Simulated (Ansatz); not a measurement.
**C₄H₈Sn: up Jacob's ladder to CCSD(T)**

The task here is to estimate one member of a computed series from the others.

The runs use Ansatz 0.2.0, Gaussian basis; functionals in def2-TZVPP, the program's frozen cores in correlated methods.

Plan: PBE-D4, r2SCAN-D4, PBE0-D4, B3LYP-D4, ωB97X-V, ωB97M-V, B2PLYP; CCSD(T)/def2-TZVPP; MP2/def2-QZVPP; extrapolation to the limit.

**Structure used throughout**

An earlier PBE0-D4 in a triple-zeta def2 set relaxation fixed the geometry. Sn takes the def2 core potential; no spin-orbit term is included.

13 atoms, charge 0, spin multiplicity 1.

Atoms are counted from 1 here; the program's logs count them from 0.

Bond lengths: C1–C2 1.295 Å, C1–H6 1.086 Å, C1–H7 1.083 Å, C2–C3 1.320 Å, C3–H8 1.085 Å, C3–H9 1.086 Å, Sn4–C5 2.202 Å, Sn4–H10 1.775 Å, C5–H11 1.090 Å, C5–H12 1.092 Å, C5–H13 1.095 Å. Angles: C2–C1–H6 119.9°, C2–C1–H7 121.8°, H6–C1–H7 118.3°, C1–C2–C3 176.6°, C2–C3–H8 120.9°, C2–C3–H9 120.6°, H8–C3–H9 117.4°, C5–Sn4–H10 95.0°, Sn4–C5–H11 113.7°, Sn4–C5–H12 110.8°, Sn4–C5–H13 106.9°, H11–C5–H12 109.4°, H11–C5–H13 108.1°, H12–C5–H13 107.6°.

The first run:

Contents of in.yaml:

```yaml
crystal:
  periodic: [false, false, false]
  atoms:
    - {symbol: C, position_ang: [-0.993765, 1.611256, 0.588957]}
    - {symbol: C, position_ang: [-0.309313, 0.673294, 1.163039]}
    - {symbol: C, position_ang: [0.338476, -0.277754, 1.809213]}
    - {symbol: Sn, position_ang: [1.712227, -0.723115, -0.402684]}
    - {symbol: C, position_ang: [-0.034846, -1.185737, -1.660482]}
    - {symbol: H, position_ang: [-1.792856, 2.108422, 1.131695]}
    - {symbol: H, position_ang: [-0.792911, 1.922085, -0.429104]}
    - {symbol: H, position_ang: [1.169744, -0.040121, 2.464919]}
    - {symbol: H, position_ang: [-0.060178, -1.287205, 1.852234]}
    - {symbol: H, position_ang: [1.734257, 1.007260, -0.798543]}
    - {symbol: H, position_ang: [-0.774341, -0.385634, -1.694162]}
    - {symbol: H, position_ang: [-0.514422, -2.110314, -1.333271]}
    - {symbol: H, position_ang: [0.338532, -1.347336, -2.676910]}
basis:
  gaussian: {orbitals: def2-TZVPP}
hamiltonian: {xc: pbe, dispersion: d4}
output: {forces: true, orbitals: {seedname: orbitals}}
```

Command:

```sh
$ ansatz run in.yaml --threads 2 --pin off --events-out ev --progress --plain --max-ram 22528MiB --backend cuda --devices 0, --max-vram 18GiB
```

Steps of the session up to this table: PBE-D4 (GGA); r2SCAN-D4 (meta-GGA); PBE0-D4 (hybrid); B3LYP-D4 (hybrid); ωB97X-V (range-separated); ωB97M-V (range-separated); B2PLYP (double hybrid); CCSD(T) in def2-TZVPP; MP2 in def2-QZVPP.

One table of the session follows, with a row left open; its other results are not shown here.

| method | atoms, summed (eV) | atomisation energy (kJ/mol) |
| --- | --- | --- |
| PBE-D4 | -10052.707 | 4906.0 |
| r2SCAN-D4 | -10059.008 | 4809.6 |
| PBE0-D4 | -10054.294 | 4817.3 |
| B3LYP-D4 | -10062.297 | 4812.0 |
| ωB97X-V | -10057.731 | 4784.6 |
| ωB97M-V | -10055.825 | 4796.1 |
| B2PLYP | -10050.324 | 4744.0 |
| HF/def2-TZVPP | -10016.737 | 3499.1 |
| MP2/def2-TZVPP | -10031.134 | 4715.9 |
| CCSD/def2-TZVPP | -10033.273 | 4602.9 |
| CCSD(T)/def2-TZVPP | ? | ? |
| MP2/CBS | -10042.250 | 4832.5 |
| CCSD(T)/CBS | -10044.772 | 4795.9 |

**Question.** Estimate the row for CCSD(T)/def2-TZVPP.

**Answer.** atoms, summed (eV): -10033.657; atomisation energy (kJ/mol): 4679.3. In the column «atoms, summed (eV)» it lies between MP2/CBS (-10042.250) and CCSD/def2-TZVPP (-10033.273).
